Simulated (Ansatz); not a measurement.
# H4OSeSi (SMILES O[Se][SiH3]): one structure at several levels

One table from this session's results is given with a row withheld; the runs are named, their logs left out.

The runs use Ansatz 0.2.0, Gaussian basis; single points in def2-TZVPP.

Correlated methods freeze the cores. Filled d shells of the heavier atoms are correlated.

## Where the work starts

SMILES `O[Se][SiH3]`, 7 atoms, charge 0, spin multiplicity 1.

Atoms are counted from 1 here; the program's logs count them from 0.

Bond lengths: O1–Se2 1.847 Å, O1–H4 0.972 Å, Se2–Si3 2.306 Å, Si3–H5 1.450 Å, Si3–H6 1.452 Å, Si3–H7 1.436 Å. Angles: Se2–O1–H4 108.6°, O1–Se2–Si3 91.5°, Se2–Si3–H5 108.7°, Se2–Si3–H6 108.6°, Se2–Si3–H7 102.8°, H5–Si3–H6 111.5°, H5–Si3–H7 112.3°, H6–Si3–H7 112.5°.

Geometry (Å):

```
O    -1.6440   -0.9275   -0.2505
Se   -0.1176   -1.2557    0.7368
Si    0.8617    0.6904   -0.0199
H    -2.2889   -1.6310   -0.0685
H     0.8982    0.6595   -1.4689
H     0.0874    1.8175    0.4681
H     2.1746    0.6325    0.5601
```

Set-up of the first run:

File run/in.yaml:

```yaml
crystal:
  periodic: [false, false, false]
  atoms:
    - {symbol: O, position_ang: [-1.644000, -0.927500, -0.250500]}
    - {symbol: Se, position_ang: [-0.117600, -1.255700, 0.736800]}
    - {symbol: Si, position_ang: [0.861700, 0.690400, -0.019900]}
    - {symbol: H, position_ang: [-2.288900, -1.631000, -0.068500]}
    - {symbol: H, position_ang: [0.898200, 0.659500, -1.468900]}
    - {symbol: H, position_ang: [0.087400, 1.817500, 0.468100]}
    - {symbol: H, position_ang: [2.174600, 0.632500, 0.560100]}
basis:
  gaussian: {orbitals: def2-TZVPP}
correlation: {method: ccsd_t}
output: {forces: true}
```

The command line of these runs was not kept.

Among the steps run: CCSD(T)/def2-TZVPP; PBE0-D4/def2-TZVPP; wB97M-V/def2-TZVPP; r2SCAN-D4/def2-TZVPP; PBE-D4/def2-TZVPP; BLYP-D4/def2-TZVPP; wB97X-V/def2-TZVPP.

One of the session's tables, all rows but one given; the rest of the session is left out.

```
   method  RMS force component (eV/Å)  angle to CCSD(T) forces (°)  dipole (D)
  CCSD(T)                       0.380                    reference        0.34
  PBE0-D4                       0.430                         12.0        0.31
  wB97M-V                       0.367                         12.9        0.41
r2SCAN-D4                       0.403                          5.7        0.23
   PBE-D4                       0.450                         27.2        0.27
  BLYP-D4                           ?                            ?           ?
  wB97X-V                       0.420                         15.7        0.40
```

Estimate the missing values for BLYP-D4.

The run gave: RMS force component (eV/Å): 0.429; angle to CCSD(T) forces (°): 40.7; dipole (D): 0.32. In the column «RMS force component (eV/Å)» it lies between wB97X-V (0.420) and PBE0-D4 (0.430).
